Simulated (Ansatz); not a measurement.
The system is LiMo.

```xyz
2
Lattice="2.6735 0.0000 0.0000 -1.3367 2.3153 0.0000 0.0000 0.0000 5.0047" Properties=species:S:1:pos:R:3 pbc="T T T"
Li    0.0000    0.0000    0.0000
Mo    0.0000    1.5435    2.5024
```

The cell was built by a generator and needn't be a form met in nature.

Base run:

| Item | Value |
| --- | --- |
| Program | Ansatz 0.2.0 |
| Functional | r2SCAN |
| Potentials or basis | Ansatz PAW |
| Cutoff | 500 eV |
| Density cutoff | 2000 eV |
| k mesh | 11 × 11 × 6 |
| Occupations | fermi-dirac, width 0.05 eV |
| Spin | no spin polarisation |

Its results: band gap on the k mesh none (metal or under the smearing width); pressure -0.1 GPa.

**Question.** After a change of settings the same cell gave: band gap on the k mesh none (metal or under the smearing width); pressure 3.2 GPa. Which change was it?
A. functional from r2SCAN to PBE; cutoff from 500 eV to 420 eV; density cutoff from 2000 eV to 1680 eV
B. functional from r2SCAN to RPBE; cutoff from 500 eV to 420 eV; density cutoff from 2000 eV to 1680 eV
C. functional from r2SCAN to LDA; cutoff from 500 eV to 420 eV; density cutoff from 2000 eV to 1680 eV
D. functional from r2SCAN to PBEsol; cutoff from 500 eV to 420 eV; density cutoff from 2000 eV to 1680 eV

**Answer.** B.

Caveats: the PAW data sets come from PBE, with cores solved anew for the run's functional, which leaves a small shift of forces and pressure; the potentials were made for another functional, which shifts forces and pressure (some runs).

Not every run made on this cell is shown here.
